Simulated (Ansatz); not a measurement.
# GePbSe2: the cell at several levels of theory

How does the equilibrium cell of an ordered 4-atom cell of GePbSe2 on the rocksalt lattice (R-3m) depend on the functional? It is relaxed with PBE and r2SCAN. This is a trial cell built on a prototype, not taken from a measured structure, and it needn't be the compound's ground state.

Code: Ansatz 0.2.0. PAW datasets, plane waves, zero pressure. These are computed values for a spin-unpolarised cell that may be hypothetical; none is a measurement.

### Step 1. The system as given

This is the cell as the run starts from it, not yet at rest; its lengths are not the crystal's.

It is trigonal, R-3m (No. 166); a = 3.777 Å, c = 18.502 Å in the conventional setting, 19.04 Å³ an atom. Around Ge lie 6 Se at 2.67 Å; around Pb lie 6 Se at 2.67 Å; around Se lie 3 Ge at 2.67 Å and 3 Pb at 2.67 Å.

Structure file:

```xyz
4
Lattice="1.8883 1.0902 6.1673 -1.8883 1.0902 6.1673 0.0000 -2.1805 6.1673" Properties=species:S:1:pos:R:3 pbc="T T T"
Ge    1.8883    1.0902    6.1673
Pb    0.0000    0.0000    9.2509
Se    0.0000    0.0000    4.6255
Se    0.0000    0.0000   13.8764
```

### Step 2. PBE: cell and atoms

input.yaml reads:

```yaml
crystal:
  lattice:
    - [1.8883329018, 1.0902295092, 6.1672694319]
    - [-1.8883329018, 1.0902295092, 6.1672694319]
    - [0.0, -2.1804590183, 6.1672694319]
  atoms:
    - { symbol: Ge, position: [1.0, 0.0, 0.0] }
    - { symbol: Pb, position: [0.5, 0.5, 0.5] }
    - { symbol: Se, position: [0.25, 0.25, 0.25] }
    - { symbol: Se, position: [0.75, 0.75, 0.75] }
kpoints:
  mp_grid: { grid: [8, 8, 8] }
hamiltonian:
  xc: pbe
scf:
  occupations: { method: fermi_dirac, width: 0.02 }
relax:
  f_tol: 0.005
  cell: {}
output:
  write_density: true
  write_potential: true
  elf: true
  volumetric_format: npy
```

Started as:

```console
ansatz run input.yaml --threads 2 --pin off --max-ram 2211MiB --backend cpu --events-out ev --progress --plain --runs-dir out
```

The runs that follow: r2SCAN: cell and atoms.

Q: Predict the outcome of this session. Wanted: for each run, a; c; volume; space group; SCF geometries.

The runs gave:

```
 level  a (Å)   c (Å)  volume (Å³/atom)  space group  SCF geometries
   PBE  4.188  20.733            26.249         R-3m              11
r2SCAN  4.159  20.607            25.728         R-3m               5
```

From the start to the first minimum the volume moved by +37.8 %. r2SCAN gives the smallest cell and PBE the largest; they differ by 2.0 % in volume, a mean of 0.7 % in length. The meshes differ: PBE 8×8×8, r2SCAN 6×6×6.
